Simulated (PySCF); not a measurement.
# C5H8FS−: a tour of settings

Aim: see how C5H8FS− (`CCC/C=C(/F)[S-]`) answers to the choice of functional, basis, grid and SCF options.

Computed with PySCF 2.14.0, with density-fitted response routines of our own, on a single molecule in the gas phase. Atoms are numbered from 0 throughout.

## (1) The starting structure

15 atoms, charge -1, multiplicity 1; geometry from: GFN2-xTB.

Bonds of the start (Å): C0–C1 1.52, C1–C2 1.53, C2–C3 1.49, C3–C4 1.34, C4–F5 1.40, C4–S6 1.68, C0–H7 1.09, C0–H8 1.09, C0–H9 1.09, C1–H10 1.09, C1–H11 1.09, C2–H12 1.09, C2–H13 1.10, C3–H14 1.08.

## (2) NMR shieldings: KT2/pcSseg-1

What the job is given:

```
{"job": {"kind": "nmr", "xc": "KT2", "basis": "pcSseg-1", "pop": true, "grid": 4, "scf": {"guess": "sap"}}, "charge": -1, "multiplicity": 1}
C     -2.264284     0.029977    -0.034983
C     -0.847698     0.503337    -0.338632
C      0.192337    -0.165200     0.568446
C      1.578562     0.309776     0.278910
C      2.511029    -0.469134    -0.294786
F      3.743288     0.160807    -0.500959
S      2.410704    -2.079099    -0.779916
H     -2.987503     0.508044    -0.696051
H     -2.532585     0.264699     0.994783
H     -2.335387    -1.047587    -0.168130
H     -0.791345     1.589844    -0.216049
H     -0.599403     0.273093    -1.376580
H      0.166392    -1.245288     0.408679
H     -0.071372     0.036478     1.616018
H      1.822851     1.338241     0.517338
```

Method: GIAO KT2/pcSseg-1 NMR shielding, non-relativistic, gas phase.

The run is started by

```sh
$ OMP_NUM_THREADS=1 python probes_run.py task.json out
```

One launch serves the whole session: the jobs run in the order shown.

The log of the run:

```text
final grid: 326232 points
cycle   1  E = -570.2034531697  dE =  1.163e+02  |g| = 1.149e+01  |ddm| = 8.848e+01
cycle   2  E = -329.1056612529  dE =  2.411e+02  |g| = 2.326e+01  |ddm| = 9.085e+01
cycle   3  E = -611.4750884438  dE = -2.824e+02  |g| = 1.164e+01  |ddm| = 2.374e+01
cycle   4  E = -680.5400959642  dE = -6.907e+01  |g| = 7.051e+00  |ddm| = 2.778e+01
cycle   5  E = -675.9554559995  dE =  4.585e+00  |g| = 5.896e+00  |ddm| = 3.851e+01
cycle   6  E = -680.4194418433  dE = -4.464e+00  |g| = 6.542e+00  |ddm| = 3.741e+01
cycle   7  E = -701.0805885569  dE = -2.066e+01  |g| = 7.095e-01  |ddm| = 2.104e+01
cycle   8  E = -701.0236036679  dE =  5.698e-02  |g| = 8.478e-01  |ddm| = 2.769e+00
cycle   9  E = -701.2232407437  dE = -1.996e-01  |g| = 9.599e-02  |ddm| = 1.672e+00
cycle  10  E = -701.2239454978  dE = -7.048e-04  |g| = 7.882e-02  |ddm| = 1.776e-01
cycle  11  E = -701.2253941572  dE = -1.449e-03  |g| = 2.571e-02  |ddm| = 1.062e-01
cycle  12  E = -701.2255384687  dE = -1.443e-04  |g| = 8.298e-03  |ddm| = 3.096e-02
cycle  13  E = -701.2255526828  dE = -1.421e-05  |g| = 4.295e-03  |ddm| = 1.687e-02
cycle  14  E = -701.2255572043  dE = -4.521e-06  |g| = 7.815e-04  |ddm| = 5.555e-03
cycle  15  E = -701.2255572946  dE = -9.028e-08  |g| = 4.388e-04  |ddm| = 1.541e-03
cycle  16  E = -701.2255573445  dE = -4.995e-08  |g| = 1.132e-04  |ddm| = 7.884e-04
cycle  17  E = -701.2255573476  dE = -3.124e-09  |g| = 6.452e-05  |ddm| = 2.715e-04
cycle  18  E = -701.2255573487  dE = -1.098e-09  |g| = 1.115e-05  |ddm| = 8.360e-05
cycle  19  E = -701.2255573487  dE =  1.592e-12  |g| = 1.081e-05  |ddm| = 2.816e-05
converged SCF energy = -701.2255573487

GIAO shielding tensors (ppm)
atom      isotropic    diamagn.    paramagn.     s11        s22        s33       span
  0 C      167.887     247.616     -79.729    156.731    160.188    186.741     30.010
  1 C      153.996     248.987     -94.992    136.856    155.115    170.017     33.160
  2 C      143.060     248.443    -105.383    124.401    139.725    165.054     40.653
  3 C      103.379     256.441    -153.062     36.866    131.745    141.528    104.662
  4 C        5.557     254.052    -248.495    -79.013     21.079     74.605    153.618
  5 F      193.958     477.286    -283.328     69.945    198.255    313.674    243.729
  6 S      590.824    1060.562    -469.738    445.981    636.206    690.285    244.304
  7 H       30.717      28.966       1.751     26.339     28.279     37.534     11.195
  8 H       30.920      30.379       0.541     27.260     29.190     36.310      9.050
  9 H       30.802      30.495       0.307     26.757     29.676     35.975      9.218
 10 H       30.821      32.777      -1.956     26.051     31.259     35.151      9.100
 11 H       30.254      32.546      -2.292     26.651     30.582     33.529      6.878
 12 H       28.368      31.614      -3.246     23.919     27.555     33.630      9.710
 13 H       29.686      32.081      -2.395     24.426     30.218     34.414      9.988
 14 H       27.544      32.616      -5.071     24.531     27.189     30.913      6.383
```

Wall time 2.2 min (1 thread of Arm Neoverse N1, shared host); peak memory 0.65 GiB.

The references, computed at this level on geometries of the same kind, shield at (ppm): ¹H TMS 31.62, ¹³C TMS 185.6, ¹⁹F CFCl3 131.4. Their shielding less the atom's gives the shift. The references are single molecules in the gas phase, so shifts against H2O, NH3, PH3, H3PO4 or CFCl3 are not on the usual liquid scales and can be off by tens of ppm. Atoms listed in one row are averaged.

```
     atoms                      environment  σ (ppm)  δ (ppm)
        C4  fully substituted alkene carbon      5.6    180.0
        C3                        alkene CH    103.4     82.2
        C2                  allylic sp3 CH2    143.1     42.5
        C1                          sp3 CH2    154.0     31.6
        C0                    methyl carbon    167.9     17.7
       H14         hydrogen on an alkene CH    27.54     4.08
  H12, H13   hydrogen on an allylic sp3 CH2    29.03     2.60
  H10, H11           hydrogen on an sp3 CH2    30.54     1.09
H7, H8, H9      hydrogen on a methyl carbon    30.81     0.81
        F5                 vinylic fluorine    194.0    -62.6
        S6               sulfur bonded to C      591        –
```

Charges from the same density, by scheme (e):

```
atoms  Mulliken    IAO  Hirshfeld  ESP fit
   C0     -0.22  -0.41      -0.11    -0.34
   C1     -0.24  -0.24      -0.07     0.26
   C2     -0.11  -0.24      -0.08     0.14
   C3     -0.24  -0.33      -0.16    -0.45
   C4      0.09   0.13      -0.01     0.14
   F5     -0.32  -0.33      -0.16    -0.21
   S6     -0.48  -0.51      -0.50    -0.61
```

Mayer bond orders: C0–C1 1.07, C1–C2 1.03, C2–C3 1.07, C3–C4 1.66, C4–F5 0.86, C4–S6 1.42.

## (3) NMR shieldings: WP04/cc-pVDZ

Settings changed since step 2:

```diff
@@ -1,2 +1,2 @@
-{"job": {"kind": "nmr", "xc": "KT2", "basis": "pcSseg-1", "pop": true, "grid": 4, "scf": {"guess": "sap"}}, "charge": -1, "multiplicity": 1}
+{"job": {"kind": "nmr", "xc": "WP04", "basis": "cc-pVDZ", "pop": true, "scf": {"aux": "sto-3g", "max_cycle": 99}}, "charge": -1, "multiplicity": 1}
 C     -2.264284     0.029977    -0.034983
```

With the program's defaults for keys left out, this is: GIAO WP04/cc-pVDZ NMR shielding, non-relativistic, gas phase.

The log of the run:

```text
final grid: 122368 points
cycle   1  E = -709.5345339202  dE = -1.722e-03  |g| = 6.938e-01  |ddm| = 8.672e+00
cycle   2  E = -709.5685290815  dE = -3.400e-02  |g| = 6.928e-01  |ddm| = 3.035e+00
cycle   3  E = -709.6620831386  dE = -9.355e-02  |g| = 1.926e-01  |ddm| = 1.220e+00
cycle   4  E = -709.6705834889  dE = -8.500e-03  |g| = 7.559e-02  |ddm| = 4.477e-01
cycle   5  E = -709.6722346551  dE = -1.651e-03  |g| = 2.667e-02  |ddm| = 2.107e-01
cycle   6  E = -709.6724563040  dE = -2.216e-04  |g| = 4.370e-03  |ddm| = 6.527e-02
cycle   7  E = -709.6724619460  dE = -5.642e-06  |g| = 1.537e-03  |ddm| = 1.104e-02
cycle   8  E = -709.6724624735  dE = -5.275e-07  |g| = 8.370e-04  |ddm| = 3.648e-03
cycle   9  E = -709.6724626652  dE = -1.917e-07  |g| = 2.570e-04  |ddm| = 1.663e-03
cycle  10  E = -709.6724626856  dE = -2.043e-08  |g| = 6.508e-05  |ddm| = 5.317e-04
cycle  11  E = -709.6724626872  dE = -1.570e-09  |g| = 1.877e-05  |ddm| = 1.833e-04
cycle  12  E = -709.6724626873  dE = -8.595e-11  |g| = 8.171e-06  |ddm| = 4.492e-05
converged SCF energy = -709.6724626873

GIAO shielding tensors (ppm)
atom      isotropic    diamagn.    paramagn.     s11        s22        s33       span
  0 C      159.180     236.817     -77.638    153.111    155.056    169.371     16.260
  1 C      157.161     244.390     -87.229    150.691    152.049    168.743     18.052
  2 C      155.594     242.266     -86.672    145.147    154.497    167.139     21.991
  3 C      127.396     252.206    -124.810     72.811    152.651    156.726     83.915
  4 C       55.112     257.160    -202.048     -4.447     72.779     97.006    101.453
  5 F      251.267     477.989    -226.722    147.337    257.745    348.720    201.383
  6 S      624.118    1060.322    -436.204    536.176    574.075    762.102    225.926
  7 H       36.480      33.550       2.930     34.051     34.125     41.264      7.213
  8 H       36.596      36.553       0.043     33.953     35.287     40.548      6.595
  9 H       36.365      37.630      -1.265     33.695     35.528     39.871      6.175
 10 H       36.922      40.331      -3.409     33.826     36.828     40.113      6.287
 11 H       36.314      40.850      -4.536     33.453     36.724     38.766      5.313
 12 H       34.312      39.653      -5.340     29.742     34.636     38.560      8.818
 13 H       36.127      39.731      -3.604     31.838     36.119     40.424      8.585
 14 H       35.109      40.940      -5.831     31.891     34.571     38.866      6.976
```

It took 28 s on 1 thread of Arm Neoverse N1, shared host; peak memory 0.52 GiB.

The run ended normally, but its values are not to be used for the molecule: the fitting basis sto-3g is not made for Coulomb and exchange fitting here. Its shieldings differ from those of step 2 (KT2/pcSseg-1) by up to 57 ppm (F5).

## (4) Nuclear shieldings: PBE0/pcSseg-1

Settings changed since step 3:

```diff
@@ -1,2 +1,2 @@
-{"job": {"kind": "nmr", "xc": "WP04", "basis": "cc-pVDZ", "pop": true, "scf": {"aux": "sto-3g", "max_cycle": 99}}, "charge": -1, "multiplicity": 1}
+{"job": {"kind": "nmr", "xc": "PBE0", "basis": "pcSseg-1", "pop": true, "grid": 3, "scf": {"conv": 1e-06}}, "charge": -1, "multiplicity": 1}
 C     -2.264284     0.029977    -0.034983
```

Level: GIAO PBE0/pcSseg-1 NMR shielding, non-relativistic, gas phase.

The log of the run:

```text
final grid: 182200 points
cycle   1  E = -692.7953105495  dE =  6.627e-01  |g| = 6.226e-01  |ddm| = 3.461e+00
cycle   2  E = -692.7844823196  dE =  1.083e-02  |g| = 7.418e-01  |ddm| = 1.409e+00
cycle   3  E = -692.8903139916  dE = -1.058e-01  |g| = 1.106e-01  |ddm| = 6.298e-01
cycle   4  E = -692.8932586600  dE = -2.945e-03  |g| = 3.496e-02  |ddm| = 1.746e-01
cycle   5  E = -692.8935228227  dE = -2.642e-04  |g| = 9.318e-03  |ddm| = 3.817e-02
cycle   6  E = -692.8935395723  dE = -1.675e-05  |g| = 3.724e-03  |ddm| = 1.135e-02
cycle   7  E = -692.8935421237  dE = -2.551e-06  |g| = 1.096e-03  |ddm| = 3.768e-03
cycle   8  E = -692.8935424158  dE = -2.921e-07  |g| = 1.858e-04  |ddm| = 1.527e-03
converged SCF energy = -692.8935424158

GIAO shielding tensors (ppm)
atom      isotropic    diamagn.    paramagn.     s11        s22        s33       span
  0 C      168.957     246.720     -77.763    157.881    161.734    187.256     29.375
  1 C      156.911     247.771     -90.860    140.625    157.601    172.506     31.881
  2 C      146.903     246.643     -99.740    129.856    143.399    167.455     37.599
  3 C       97.002     255.494    -158.492     18.010    131.335    141.660    123.650
  4 C       -5.760     253.449    -259.209   -109.582     23.339     68.961    178.543
  5 F      215.347     477.156    -261.808     94.627    226.548    324.867    230.240
  6 S      589.988    1058.203    -468.215    433.971    628.782    707.212    273.242
  7 H       30.878      28.957       1.922     26.402     28.283     37.950     11.549
  8 H       31.058      30.134       0.924     27.226     29.245     36.701      9.475
  9 H       30.852      30.094       0.758     26.588     29.725     36.242      9.654
 10 H       30.892      32.445      -1.553     25.879     31.206     35.591      9.712
 11 H       30.351      32.024      -1.673     26.289     30.736     34.028      7.739
 12 H       28.517      30.876      -2.359     23.811     27.716     34.025     10.214
 13 H       30.039      31.897      -1.858     24.789     30.355     34.973     10.184
 14 H       27.595      32.290      -4.694     24.497     27.166     31.122      6.625
```

It took 52 s on 1 thread of Arm Neoverse N1, shared host; peak memory 0.82 GiB.

In short: δ C4 192.7, C3 89.9, C2 40.0, C1 30.0, H14 4.12, H12 2.44 ppm (means over like atoms).

## (5) Nuclear shieldings: wB97X-D/ANO-RCC-VDZP

Settings changed since step 4:

```diff
@@ -1,2 +1,2 @@
-{"job": {"kind": "nmr", "xc": "PBE0", "basis": "pcSseg-1", "pop": true, "grid": 3, "scf": {"conv": 1e-06}}, "charge": -1, "multiplicity": 1}
+{"job": {"kind": "nmr", "xc": "wB97X-D", "basis": "ANO-RCC-VDZP", "pop": true}, "charge": -1, "multiplicity": 1}
 C     -2.264284     0.029977    -0.034983
```

Method: GIAO wB97X-D/ANO-RCC-VDZP NMR shielding, non-relativistic, gas phase.

The log of the run:

```text
coarse grid: 13104 points
cycle   1  E = -693.0488865957  dE =  8.618e-01  |g| = 6.026e-01  |ddm| = 5.226e+00
cycle   2  E = -693.0784142433  dE = -2.953e-02  |g| = 5.970e-01  |ddm| = 1.037e+00
cycle   3  E = -693.1459501248  dE = -6.754e-02  |g| = 8.112e-02  |ddm| = 4.633e-01
cycle   4  E = -693.1474657833  dE = -1.516e-03  |g| = 2.530e-02  |ddm| = 9.507e-02
cycle   5  E = -693.1476299098  dE = -1.641e-04  |g| = 7.328e-03  |ddm| = 3.876e-02
cycle   6  E = -693.1476432538  dE = -1.334e-05  |g| = 2.701e-03  |ddm| = 1.030e-02
cycle   7  E = -693.1476453879  dE = -2.134e-06  |g| = 5.369e-04  |ddm| = 4.631e-03
final grid: 122368 points
cycle   8  E = -693.1501784057  dE = -1.134e-04  |g| = 8.515e-03  |ddm| = 5.272e-02
cycle   9  E = -693.1501766772  dE =  1.729e-06  |g| = 9.707e-03  |ddm| = 1.340e-02
cycle  10  E = -693.1501943562  dE = -1.768e-05  |g| = 7.670e-04  |ddm| = 7.291e-03
cycle  11  E = -693.1501944933  dE = -1.371e-07  |g| = 3.697e-04  |ddm| = 1.174e-03
cycle  12  E = -693.1501945325  dE = -3.916e-08  |g| = 5.136e-05  |ddm| = 4.907e-04
cycle  13  E = -693.1501945336  dE = -1.153e-09  |g| = 1.864e-05  |ddm| = 1.308e-04
cycle  14  E = -693.1501945338  dE = -2.174e-10  |g| = 7.313e-06  |ddm| = 7.582e-05
converged SCF energy = -693.1501945338

GIAO shielding tensors (ppm)
atom      isotropic    diamagn.    paramagn.     s11        s22        s33       span
  0 C      173.463     237.643     -64.180    162.559    167.227    190.602     28.042
  1 C      161.135     240.144     -79.009    143.930    162.309    177.165     33.234
  2 C      151.749     242.426     -90.677    137.263    147.434    170.549     33.286
  3 C      101.313     250.978    -149.666     24.443    132.559    146.936    122.493
  4 C       -1.533     246.526    -248.059   -104.971     27.036     73.335    178.307
  5 F      239.484     468.918    -229.434    146.603    226.228    345.621    199.018
  6 S      668.016    1070.596    -402.580    542.108    665.584    796.355    254.247
  7 H       31.033      28.792       2.241     26.716     28.509     37.873     11.157
  8 H       31.264      30.150       1.114     27.609     29.434     36.748      9.139
  9 H       31.054      30.460       0.594     26.962     29.963     36.237      9.275
 10 H       31.064      32.293      -1.229     26.121     31.310     35.762      9.641
 11 H       30.508      32.560      -2.052     26.518     30.912     34.092      7.574
 12 H       28.490      32.839      -4.349     23.859     27.260     34.352     10.493
 13 H       30.255      32.679      -2.425     25.213     30.477     35.074      9.861
 14 H       27.791      32.823      -5.032     24.832     27.275     31.266      6.434
```

Run time: 82 s. Hardware: 1 thread of Arm Neoverse N1, shared host; peak memory 0.8 GiB.

Key values: δ C4 192.1, C3 89.3, C2 38.8, C1 29.4, H14 4.10, H12 2.51 ppm (means over like atoms).

## (6) Nuclear shieldings: WP04/pcSseg-0

Settings changed since step 5:

```diff
@@ -1,2 +1,2 @@
-{"job": {"kind": "nmr", "xc": "wB97X-D", "basis": "ANO-RCC-VDZP", "pop": true}, "charge": -1, "multiplicity": 1}
+{"job": {"kind": "nmr", "xc": "WP04", "basis": "pcSseg-0", "pop": true}, "charge": -1, "multiplicity": 1}
 C     -2.264284     0.029977    -0.034983
```

Level: GIAO WP04/pcSseg-0 NMR shielding, non-relativistic, gas phase.

The log of the run:

```text
coarse grid: 13104 points
cycle   1  E = -702.7552904306  dE =  4.484e-01  |g| = 8.875e-01  |ddm| = 3.994e+00
cycle   2  E = -702.6620717392  dE =  9.322e-02  |g| = 1.160e+00  |ddm| = 2.304e+00
cycle   3  E = -702.9156678100  dE = -2.536e-01  |g| = 1.944e-01  |ddm| = 1.274e+00
cycle   4  E = -702.9257116792  dE = -1.004e-02  |g| = 3.391e-02  |ddm| = 3.226e-01
cycle   5  E = -702.9259198713  dE = -2.082e-04  |g| = 2.229e-02  |ddm| = 6.853e-02
cycle   6  E = -702.9260274209  dE = -1.075e-04  |g| = 4.672e-03  |ddm| = 2.554e-02
cycle   7  E = -702.9260331021  dE = -5.681e-06  |g| = 1.101e-03  |ddm| = 8.349e-03
final grid: 122368 points
cycle   8  E = -702.9086684132  dE = -2.574e-05  |g| = 6.015e-03  |ddm| = 3.204e-02
cycle   9  E = -702.9086507519  dE =  1.766e-05  |g| = 1.004e-02  |ddm| = 1.970e-02
cycle  10  E = -702.9086771680  dE = -2.642e-05  |g| = 1.452e-03  |ddm| = 1.487e-02
cycle  11  E = -702.9086777618  dE = -5.937e-07  |g| = 2.335e-04  |ddm| = 2.112e-03
cycle  12  E = -702.9086777718  dE = -1.006e-08  |g| = 1.025e-04  |ddm| = 4.139e-04
cycle  13  E = -702.9086777739  dE = -2.122e-09  |g| = 2.567e-05  |ddm| = 1.267e-04
cycle  14  E = -702.9086777741  dE = -1.737e-10  |g| = 6.330e-06  |ddm| = 4.728e-05
converged SCF energy = -702.9086777741

GIAO shielding tensors (ppm)
atom      isotropic    diamagn.    paramagn.     s11        s22        s33       span
  0 C      164.322     248.463     -84.141    153.414    157.381    182.171     28.757
  1 C      153.341     248.738     -95.397    136.574    151.849    171.599     35.025
  2 C      144.023     247.407    -103.384    125.096    141.096    165.878     40.781
  3 C       89.519     256.425    -166.905      7.717    125.232    135.610    127.893
  4 C      -20.632     270.529    -291.161   -128.095      9.167     57.032    185.127
  5 F      221.652     475.534    -253.882     78.031    283.668    303.255    225.224
  6 S      561.447    1058.939    -497.492    401.154    611.810    671.377    270.223
  7 H       32.635      29.817       2.818     28.552     30.101     39.252     10.700
  8 H       32.708      30.501       2.207     29.147     31.039     37.938      8.792
  9 H       32.469      30.096       2.373     28.569     31.395     37.445      8.876
 10 H       32.585      33.202      -0.617     27.779     33.247     36.728      8.949
 11 H       32.034      32.355      -0.321     27.871     32.906     35.325      7.454
 12 H       30.567      31.417      -0.850     25.695     30.754     35.254      9.559
 13 H       31.971      32.709      -0.738     26.971     32.454     36.486      9.516
 14 H       30.001      32.151      -2.149     26.884     30.058     33.063      6.179
```

It took 16 s on 1 thread of Arm Neoverse N1, shared host; peak memory 0.54 GiB.

This run: δ C4 205.8, C3 95.7, C2 41.2, C1 31.9, H14 3.47, H12 2.21 ppm (means over like atoms).

## (7) Comparing the runs: NMR shifts

Shifts (ppm) of some atoms, chosen among heavy atoms and hydrogens apart, means over like atoms, with basis size and wall time:

| run | C4 | C3 | C2 | C0 | H14 | H12 | F5 | functions | time |
| --- | --- | --- | --- | --- | --- | --- | --- | --- | --- |
| KT2/pcSseg-1 | 180.0 | 82.2 | 42.5 | 17.7 | 4.08 | 2.60 | -62.6 | 166 | 2.2 min |
| PBE0/pcSseg-1 | 192.7 | 89.9 | 40.0 | 18.0 | 4.12 | 2.44 | -44.4 | 166 | 52 s |
| wB97X-D/ANO-RCC-VDZP | 192.1 | 89.3 | 38.8 | 17.1 | 4.10 | 2.51 | -49.7 | 142 | 82 s |
| WP04/pcSseg-0 | 205.8 | 95.7 | 41.2 | 20.9 | 3.47 | 2.21 | -58.1 | 83 | 16 s |

## (8) Outcome

```
                                                             quantity                                            value
                                ¹³C shifts against TMS (KT2/pcSseg-1)                180.0, 82.2, 42.5, 31.6, 17.7 ppm
¹H shifts against TMS (KT2/pcSseg-1, means over atoms taken as alike)                       4.08, 2.60, 1.09, 0.81 ppm
                              ¹⁹F shifts against CFCl3 (KT2/pcSseg-1)                                        -62.6 ppm
                                       shieldings of S (KT2/pcSseg-1)                                     S6 590.8 ppm
                                             range of the shift of C4                               180.0 to 205.8 ppm
                                        property runs in this session  5, of which 0 failed and 1 gave unsound results
```

Single values in the summary come from the first run of each kind that ended normally (KT2/pcSseg-1), which need not be the best level. Among the atoms with a shift in every run: In ppm, C4 moves most: its shift spreads over 25.8 ppm, from 180.0 (KT2/pcSseg-1) to 205.8 (WP04/pcSseg-0). At KT2/pcSseg-1 the HOMO lies above zero (+0.74 eV), as often for anions in the gas phase: self-interaction error lifts it, or the electron is held by the finite basis alone; counter-ions and solvent are missing.
